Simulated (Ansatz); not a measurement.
# CdBr3: the cost of one run

Method: DFT PBE, scalar-relativistic, plane waves, PAW, in Ansatz 0.2.0.

1 further run of the same task is left out (it didn't finish).

## (1) The system as given

It takes space group Pm-3m (No. 221, cubic). The conventional cell has a = 4.795 Å, b = 4.795 Å, c = 4.795 Å, α = 90.00°, β = 90.00°, γ = 90.00°. Around Cd (site symmetry m-3m) lie 12 Br at 3.39 Å. Around Br (site symmetry 4/mmm) lie 4 Cd at 3.39 Å and 8 Br at 3.39 Å.

Coordinates:

```cif
data_structure
_symmetry_space_group_name_H-M 'P 1'
_symmetry_Int_Tables_number 1
_cell_length_a 4.7952
_cell_length_b 4.7952
_cell_length_c 4.7952
_cell_angle_alpha 90.000
_cell_angle_beta 90.000
_cell_angle_gamma 90.000
_cell_volume 110.26
loop_
_atom_site_label
_atom_site_type_symbol
_atom_site_fract_x
_atom_site_fract_y
_atom_site_fract_z
_atom_site_occupancy
Cd1 Cd 0.00000 0.00000 0.00000 1
Br1 Br 0.00000 0.50000 0.50000 1
Br2 Br 0.50000 0.00000 0.50000 1
Br3 Br 0.50000 0.50000 0.00000 1
```

This is candidate A: Cu3Au (L1_2) type (Pm-3m, No. 221).

(A quick probe on a coarse mesh, which set the mesh and smearing, is not shown.)

## (3) Relaxing cell and atoms (candidate A)

Input file input.yaml:

```yaml
crystal:
  lattice:
    - [4.7951821729, 0.0, 0.0]
    - [0.0, 4.7951821729, 0.0]
    - [0.0, 0.0, 4.7951821729]
  atoms:
    - { symbol: Cd, position: [0.0, 0.0, 0.0] }
    - { symbol: Br, position: [0.0, 0.5, 0.5] }
    - { symbol: Br, position: [0.5, 0.0, 0.5] }
    - { symbol: Br, position: [0.5, 0.5, 0.0] }
basis:
  ecutwfc: 420
kpoints:
  mp_grid: { grid: [10, 10, 10] }
hamiltonian:
  xc: pbe
scf:
  occupations: { method: gaussian, width: 0.1 }
output:
  forces: true
  stress: true
  eigenvalues: true
relax:
  adjacent_minimum: "off"
  f_tol: 0.01
  max_steps: 80
  cell: { stress_tol: 0.05 }
```

Started as:

```
ansatz run input.yaml --threads 1 --pin off --max-ram 2560MiB --backend cpu --events-out ev --progress --plain --runs-dir out
```

Q: Estimate wall time and peak memory on 1 thread of Intel Xeon 6975P-C (Granite Rapids), shared host.

About 17 s, with a peak of 0.5 GiB.
